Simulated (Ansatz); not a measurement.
# MoCl+ (quintet): wave-function methods side by side, def2-QZVPP

One table from this session's results is given with a row withheld; the runs are named, their logs left out.

The runs use Ansatz 0.2.0, Gaussian basis; def2-QZVPP, core rule «outside noble gas», up to 9 orbitals frozen.

The runs, in order: UHF; ROHF; CCSD(T) on UHF.

## What is computed

The geometry is a PBE0/def2-TZVP stationary point (not a proven minimum) of the parent state, kept for this charge and spin. No spin-orbit coupling is included. Elements past krypton take def2 core potentials.

2 atoms, charge 1, spin multiplicity 5.

Atoms are counted from 1 here; the program's logs count them from 0.

Bond lengths: Mo1–Cl2 2.281 Å.

As a file:

```xyz
2

Mo    0.0000    0.0000    0.0000
Cl    0.0000    0.0000    2.2806
```

Set-up of the first run:

in.yaml

```yaml
crystal:
  periodic: [false, false, false]
  atoms:
    - {symbol: Mo, position_ang: [0.000000, 0.000000, 0.000000]}
    - {symbol: Cl, position_ang: [0.000000, 0.000000, 2.280600]}
basis:
  gaussian: {orbitals: "def2-QZVPP.json"}
total_charge: 1
magnetization: {spin_polarized: true, initial_magnetization: 4}
hamiltonian: {xc: hf}
output: {orbitals: {seedname: orbitals}}
```

On the command line:

```console
> ansatz run in.yaml --threads 1 --pin off --events-out ev --progress --plain --max-ram 4096MiB --backend cpu
```

Steps of the session up to this table: UHF; ROHF; CCSD(T) on UHF.

One table of the session follows, with a row left open; its other results are not shown here.

```
  method  from UCCSD(T) (kJ/mol)
    ROHF                  +876.1
     UHF                       ?
    UMP2                   +96.8
   UCCSD                   +41.3
UCCSD(T)                       0
```

Estimate the missing values for UHF.

**Answer.** from UCCSD(T) (kJ/mol): +858.5. In the column «from UCCSD(T) (kJ/mol)» it lies between UMP2 (+96.8) and ROHF (+876.1).
